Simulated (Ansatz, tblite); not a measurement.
**Al9P10 wurtzite ring sphere (Al₉P₁₀H₂₆+): one state, many levels**

One table from this session's results is given with a row withheld; the runs are named, their logs left out.

Program: Ansatz 0.2.0, Gaussian basis. Level of theory: as each input shows. These are calculated values, not measurements.

Plan: GFN1-xTB, GFN2-xTB, PBE-D4/def2-TZVP, r2SCAN-D4/def2-TZVP, LDA/def2-TZVP, r2SCANh-D4/def2-TZVP, BLYP-D4/def2-TZVP, PBE-D4/def2-SVP, PBE0-D4/def2-SVP, HF/6-31G, B3LYP-D4/6-31G, MP2/def2-SVP, RPA/def2-SVP.

## The relaxed structure

The singlet was relaxed beforehand with PBE-D4/def2-SVP.

45 atoms, charge 1, spin multiplicity 1.

Bond lengths: P1–Al2 2.497 Å, P1–Al5 2.385 Å, P1–H20 1.430 Å, P1–H21 1.430 Å, Al2–P7 2.442 Å, Al2–H22 1.595 Å, Al2–H23 1.597 Å, P3–Al4 2.452 Å, P3–Al5 2.403 Å, P3–H24 1.432 Å, P3–H25 1.427 Å, Al4–P9 2.452 Å, Al4–H26 1.603 Å, Al4–H27 1.590 Å, Al5–P6 2.378 Å, Al5–P14 2.354 Å, P6–Al8 2.448 Å, P6–Al10 2.377 Å and more. Angles: Al2–P1–Al5 117.7°, Al2–P1–H20 113.0°, Al2–P1–H21 111.8°, Al5–P1–H20 106.3°, Al5–P1–H21 107.1°, H20–P1–H21 99.2°, P1–Al2–P7 96.2°, P1–Al2–H22 105.3°, P1–Al2–H23 103.1°, P7–Al2–H22 110.2°, P7–Al2–H23 108.6°, H22–Al2–H23 128.3°, Al4–P3–Al5 120.2°, Al4–P3–H24 105.4°, Al4–P3–H25 115.1°, Al5–P3–H24 105.7°, Al5–P3–H25 108.5°, H24–P3–H25 99.4° and more.

The ion is computed in the gas phase, without counter-ions or solvent.

PBE0-D4/def2-TZVP was run before; its log isn't repeated, and its numbers join the tables.

Set-up of the first run:

Tight binding, by tblite at 300 K electronic temperature and without a spin-polarisation term:

```python
tblite.interface.Calculator('GFN1-xTB', numbers, positions, charge=1, uhf=0).singlepoint()
```

Tight binding, by tblite at 300 K electronic temperature and without a spin-polarisation term:

```python
tblite.interface.Calculator('GFN2-xTB', numbers, positions, charge=1, uhf=0).singlepoint()
```

start.molden holds the orbitals of an earlier run on this state, given as this run's starting guess.

in.yaml

```yaml
crystal:
  periodic: [false, false, false]
  atoms:
    - {symbol: P, position_ang: [0.557674, -4.040628, -0.205436]}
    - {symbol: Al, position_ang: [0.703512, -4.277947, 2.276023]}
    - {symbol: P, position_ang: [0.688632, -1.785805, -3.523035]}
    - {symbol: Al, position_ang: [-1.139068, -0.657932, -4.705499]}
    - {symbol: Al, position_ang: [0.719077, -1.844280, -1.120456]}
    - {symbol: P, position_ang: [-1.174209, -0.676364, -0.281283]}
    - {symbol: P, position_ang: [0.668875, -1.886624, 2.770112]}
    - {symbol: Al, position_ang: [-1.367297, -0.787949, 2.156321]}
    - {symbol: P, position_ang: [-1.198591, 1.489557, -3.524142]}
    - {symbol: Al, position_ang: [-1.235365, 1.546732, -1.121759]}
    - {symbol: P, position_ang: [-3.214786, 2.512387, -0.207273]}
    - {symbol: P, position_ang: [-1.298530, 1.524852, 2.769438]}
    - {symbol: Al, position_ang: [-3.355791, 2.744381, 2.275148]}
    - {symbol: P, position_ang: [2.562826, -0.663924, -0.253994]}
    - {symbol: Al, position_ang: [2.731263, -0.865695, 2.145958]}
    - {symbol: Al, position_ang: [2.467708, 1.421391, -1.509179]}
    - {symbol: P, position_ang: [0.710384, 2.549624, -0.255190]}
    - {symbol: P, position_ang: [2.494801, 1.440097, 2.850738]}
    - {symbol: Al, position_ang: [0.617728, 2.798795, 2.144523]}
    - {symbol: H, position_ang: [-0.630908, -4.616730, -0.753229]}
    - {symbol: H, position_ang: [1.530573, -4.847228, -0.873769]}
    - {symbol: H, position_ang: [-0.674464, -4.950739, 2.715175]}
    - {symbol: H, position_ang: [2.187797, -4.824171, 2.500111]}
    - {symbol: H, position_ang: [0.626970, -3.153919, -3.943018]}
    - {symbol: H, position_ang: [1.999202, -1.459890, -3.984834]}
    - {symbol: H, position_ang: [-2.421201, -1.396684, -4.089269]}
    - {symbol: H, position_ang: [-0.757757, -0.438061, -6.233776]}
    - {symbol: H, position_ang: [-2.316071, -1.334979, -0.841696]}
    - {symbol: H, position_ang: [0.668581, -1.838954, 4.203550]}
    - {symbol: H, position_ang: [-2.700011, -1.557227, 2.563547]}
    - {symbol: H, position_ang: [-2.412902, 2.122238, -3.944887]}
    - {symbol: H, position_ang: [-0.259160, 2.459712, -3.986032]}
    - {symbol: H, position_ang: [-4.311979, 1.782847, -0.762780]}
    - {symbol: H, position_ang: [-3.414672, 3.763515, -0.869541]}
    - {symbol: H, position_ang: [-1.257676, 1.501456, 4.202909]}
    - {symbol: H, position_ang: [-4.624607, 1.877164, 2.703073]}
    - {symbol: H, position_ang: [-3.096667, 4.303068, 2.509851]}
    - {symbol: H, position_ang: [3.687890, -1.376069, -0.783153]}
    - {symbol: H, position_ang: [4.080978, -1.547745, 2.636052]}
    - {symbol: H, position_ang: [1.702601, 0.980808, -2.871649]}
    - {symbol: H, position_ang: [3.847517, 2.217016, -1.490962]}
    - {symbol: H, position_ang: [0.658758, 3.879992, -0.784748]}
    - {symbol: H, position_ang: [2.533320, 1.462165, 4.280882]}
    - {symbol: H, position_ang: [3.712827, 2.142575, 2.583935]}
    - {symbol: H, position_ang: [0.702239, 4.309163, 2.633231]}
basis:
  gaussian: {orbitals: def2-TZVP, fitting: {mean_field: def2-universal-jkfit}, initial_orbitals: start.molden}
total_charge: 1
hamiltonian: {xc: pbe, dispersion: d4}
scf: {omitted_lower_state_checks: [starts]}
output: {orbitals: {seedname: orbitals}}
```

Launch:

```
ansatz run in.yaml --threads 2 --pin off --events-out ev --progress --plain --max-ram 32768MiB --backend cuda --devices 0, --max-vram 18GiB
```

Among the steps run: PBE-D4/def2-TZVP; r2SCAN-D4/def2-TZVP; LDA/def2-TZVP; r2SCANh-D4/def2-TZVP; BLYP-D4/def2-TZVP; PBE-D4/def2-SVP; PBE0-D4/def2-SVP; HF/6-31G; B3LYP-D4/6-31G; MP2/def2-SVP; RPA/def2-SVP.

One table of the session follows, with a row left open; its other results are not shown here.

It belongs to the step «Levels side by side». 

```
               level  HOMO (eV)  LUMO (eV)  gap (eV)
            HF/6-31G     -12.33      -1.01     11.32
       LDA/def2-TZVP          ?          ?         ?
     PBE-D4/def2-SVP      -8.98      -5.05      3.94
    PBE-D4/def2-TZVP      -8.97      -5.24      3.73
   BLYP-D4/def2-TZVP      -8.82      -5.03      3.79
 r2SCAN-D4/def2-TZVP      -9.23      -5.12      4.10
r2SCANh-D4/def2-TZVP      -9.60      -4.86      4.74
      B3LYP-D4/6-31G      -9.79      -4.01      5.78
    PBE0-D4/def2-SVP     -10.04      -4.34      5.70
   PBE0-D4/def2-TZVP      -9.99      -4.51      5.48
```

Q: Estimate the row for LDA/def2-TZVP from the others.

The run gave: HOMO (eV): -9.03; LUMO (eV): -5.39; gap (eV): 3.64. In the column «HOMO (eV)» it lies between r2SCAN-D4/def2-TZVP (-9.23) and PBE-D4/def2-SVP (-8.98).
